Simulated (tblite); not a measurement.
# C4H14N2Si2: the cost of one run

The runs use tblite 0.8.0 and PySCF 2.14.0, with density-fitted response routines of our own; the level of theory stands in each step. All values are computed, except where a source is named. Atoms are numbered from 0 throughout.

## (1) The molecule as given

22 atoms, charge 0, multiplicity 1; geometry from: force field or distance geometry start.

Bonds of the start (Å): Si0–N1 1.78, N1–C2 1.43, C2–C3 1.50, C3–C4 1.52, C4–N5 1.46, N5–Si6 1.80, N5–C7 1.46, C7–C2 1.53, Si0–H8 1.45, Si0–H9 1.47, Si0–H10 1.48, N1–H11 1.06, C2–H12 1.09, C3–H13 1.10, C3–H14 1.11, C4–H15 1.10, C4–H16 1.12, Si6–H17 1.46, Si6–H18 1.46, Si6–H19 1.49, C7–H20 1.10, C7–H21 1.09.

## (2) Relaxing the molecule with GFN2-xTB

What the job is given:

```
{"job": {"kind": "relax", "xc": "GFN2-xTB", "basis": "xTB"}, "charge": 0, "multiplicity": 1}
Si     2.854700     1.020900     0.279400
N      1.859800    -0.420200     0.623600
C      0.916600    -0.582600    -0.437200
C      0.013200    -1.771200    -0.262400
C     -1.321800    -1.235500     0.216400
N     -1.058300     0.156300     0.584400
Si    -2.608700     1.021000     0.275800
C     -0.113300     0.550300    -0.450600
H      2.107000     2.262900     0.403500
H      3.438900     0.904200    -1.063300
H      3.954800     1.114100     1.264000
H      1.399800    -0.289300     1.574600
H      1.472800    -0.638200    -1.374800
H      0.382900    -2.493400     0.484900
H     -0.149600    -2.233700    -1.260800
H     -1.785200    -1.799200     1.033600
H     -2.004200    -1.234700    -0.673700
H     -2.466200     1.753000    -0.978500
H     -2.960700     1.860000     1.419400
H     -3.669700     0.004500     0.059300
H     -0.595300     0.533500    -1.443500
H      0.322000     1.536600    -0.275000
```

The run is started by

```sh
OMP_NUM_THREADS=1 python probes_run.py task.json out
```

One launch serves the whole session: the jobs run in the order shown.

**Question.** How long does this first job take on 1 thread of Arm Neoverse N1, shared host, and how much memory does it need?

About 3.2 s, with a peak of 0.18 GiB.
